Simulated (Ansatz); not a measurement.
Write the native input for Ansatz 0.2.0 that does the following.

```
Task                                : band structure
Functional                          : revPBE
Potentials or basis                 : Ansatz PAW
Cutoff                              : 420 eV (not typed: the program's choice for these potentials)
k mesh                              : 3 × 3 × 4
Occupations                         : fermi-dirac, width 0.05 eV
Spin                                : collinear spin, ferromagnetic start
Starting moments                    : [0.0, 0.0, 2.0, 2.0, 2.0, 0.0, 0.0, 0.0, 0.0, 0.0, 0.0, 0.0, 0.0, 0.0, 0.0, 0.0, 0.0, 0.0, 0.0, 0.0, 0.0, 0.0] μB
Path                                : [["G", "X", "M", "G", "Z", "R", "A", "Z"], ["X", "R"], ["M", "A"]]
Points for each segment of the path : 10
```

Ba2Tl5V3O12:

```
Ba V Tl O
1.0
    10.97457    0.00000    0.00000
     0.00000   10.97457    0.00000
     0.00000    0.00000    6.60400
Ba V Tl O
2 3 5 12
Cartesian
  0.0000 5.4873 0.0000
  5.4873 0.0000 0.0000
  5.4873 5.4873 0.0000
  5.4873 0.0000 3.3020
  0.0000 5.4873 3.3020
  5.4873 5.4873 3.3020
  7.8205 3.1541 2.6567
  3.1541 7.8205 2.6567
  7.8205 7.8205 3.9473
  3.1541 3.1541 3.9473
  4.5066 6.4680 1.0415
  6.4680 4.5066 1.0415
  6.4680 6.4680 5.5625
  4.5066 4.5066 5.5625
  6.4378 0.9405 2.2043
  4.5368 0.9405 4.3997
  6.4378 10.0340 4.3997
  4.5368 10.0340 2.2043
  0.9405 6.4378 2.2043
  0.9405 4.5368 4.3997
  10.0340 6.4378 4.3997
  10.0340 4.5368 2.2043
```

The cell was built by a generator and needn't be a form met in nature.

The input as run:

input.yaml

```yaml
crystal:
  lattice:
    - [10.97457, 0.0, 0.0]
    - [0.0, 10.97457, 0.0]
    - [0.0, 0.0, 6.604]
  atoms:
    - { symbol: Ba, position: [0.0, 0.5, 0.0] }
    - { symbol: Ba, position: [0.5, 0.0, 0.0] }
    - { symbol: V, position: [0.5, 0.5, 0.0], spin: 2.0 }
    - { symbol: V, position: [0.5, 0.0, 0.5], spin: 2.0 }
    - { symbol: V, position: [0.0, 0.5, 0.5], spin: 2.0 }
    - { symbol: Tl, position: [0.5, 0.5, 0.5] }
    - { symbol: Tl, position: [0.7126, 0.2874, 0.40228] }
    - { symbol: Tl, position: [0.2874, 0.7126, 0.40228] }
    - { symbol: Tl, position: [0.7126, 0.7126, 0.59772] }
    - { symbol: Tl, position: [0.2874, 0.2874, 0.59772] }
    - { symbol: O, position: [0.41064, 0.58936, 0.1577] }
    - { symbol: O, position: [0.58936, 0.41064, 0.1577] }
    - { symbol: O, position: [0.58936, 0.58936, 0.8423] }
    - { symbol: O, position: [0.41064, 0.41064, 0.8423] }
    - { symbol: O, position: [0.58661, 0.0857, 0.33378] }
    - { symbol: O, position: [0.41339, 0.0857, 0.66622] }
    - { symbol: O, position: [0.58661, 0.9143, 0.66622] }
    - { symbol: O, position: [0.41339, 0.9143, 0.33378] }
    - { symbol: O, position: [0.0857, 0.58661, 0.33378] }
    - { symbol: O, position: [0.0857, 0.41339, 0.66622] }
    - { symbol: O, position: [0.9143, 0.58661, 0.66622] }
    - { symbol: O, position: [0.9143, 0.41339, 0.33378] }
hamiltonian:
  xc: revpbe
  pseudopotentials: { kind: paw }
magnetization:
  spin_polarized: true
kpoints:
  mp_grid: { grid: [3, 3, 4] }
  band_path:
    path:
      - [[0.0, 0.0, 0.0], [0.0, 0.5, 0.0], [0.5, 0.5, 0.0], [0.0, 0.0, 0.0], [0.0, 0.0, 0.5], [0.0, 0.5, 0.5], [0.5, 0.5, 0.5], [0.0, 0.0, 0.5]]
      - [[0.0, 0.5, 0.0], [0.0, 0.5, 0.5]]
      - [[0.5, 0.5, 0.0], [0.5, 0.5, 0.5]]
    npoints: 10
scf:
  occupations: { method: fermi_dirac, width: 0.05 }
  n_extra_bands: 55
output:
  forces: true
  stress: true
  eigenvalues: true
  fatbands: false
```

Potentials or basis: Ansatz PAW.

Launch:

```bash
$ ansatz run input.yaml --threads 8 --pin off --max-ram 20480MiB --backend cpu --events-out ev --progress --plain --runs-dir out
```

It gave:

| Property | Result |
| --- | --- |
| Pressure | 0.9 GPa |
| Largest force | 0.137 eV/Å |
| Band gap on the k mesh | 2.60 eV, indirect (least direct gap 2.68 eV) |
| Band gap along the path | 2.53 eV, indirect (least direct gap 2.66 eV) |
| Net moment | 0.00 μB per cell |
| Absolute moment | 0.00 μB per cell |

Caveat: the k mesh misses the band edges, so the gap on the mesh is wider than the one along the path; spin-orbit coupling is left out, which as a rule narrows the gap of such compounds by several tenths of an eV; the PAW data sets come from PBE, with cores solved anew for the run's functional, which leaves a small shift of forces and pressure; the starting moments weren't kept.

Run time: 7.2 min on 8 threads of Arm Neoverse V1, on a shared host, peak memory 12 GiB.
